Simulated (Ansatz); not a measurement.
Runs of Ansatz 0.2.0 on CsLiCr2Te2S3. Symmetry: P3m1, No. 156, trigonal system. The conventional cell has a = 3.604 Å, b = 3.604 Å, c = 19.067 Å, α = 90.00°, β = 90.00°, γ = 120.00°. Cs (site symmetry 3m) is surrounded by 3 S at 3.38 Å and 6 Cs at 3.60 Å and 3 Te at 3.77 Å. Around Li (site symmetry 3m) lie 6 S at 2.63 to 2.66 Å. Cr (site symmetry 3m) has 3 S at 2.40 Å and 3 Te at 2.74 Å as nearest neighbours. Cr (site symmetry 3m) is surrounded by 6 S at 2.43 to 2.45 Å. Around Te (site symmetry 3m) lie 6 Te at 3.60 Å and 3 Cs at 3.77 Å. Te (site symmetry 3m) has 3 Cr at 2.74 Å as nearest neighbours. Around S (site symmetry 3m) lie 3 Cr at 2.45 Å and 3 Li at 2.63 Å. S (site symmetry 3m) has 3 Cr at 2.40 Å and 3 Li at 2.66 Å as nearest neighbours. The cell was built by a generator and needn't be a form met in nature.

```csv
potentials or basis,cutoff (eV),gap on the mesh (eV),pressure (GPa),moment (μB),largest force (eV/Å)
SPMS NC,871,none,0.3,5.65,0.04
Ansatz PAW earlier set,1070,none,0.0,5.64,(a)
PseudoDojo standard (PBE files),1279,none,0.2,5.65,0.05
JTH PAW,1230,none,0.3,5.64,0.05
Ansatz NC with PseudoDojo standard (PBE files),1279,none,0.0,5.64,0.04
```

Alike in all rows: task single point; level PBE; spin collinear, ferromagnetic start; cell as given; k mesh 9 × 9 × 2; smearing fermi-dirac 0.05 eV.

Task: Fill in the values left out.

Result: (a) 0.03.

Caveats: only a ferromagnetic start was run, and an antiferromagnetic order may lie lower in energy.

A k mesh can miss the band edges, and the runs leave out spin-orbit coupling on Cs, Te.

A gap of «none» marks a metal or a gap under the smearing width.

Not every run made on this cell is shown here.
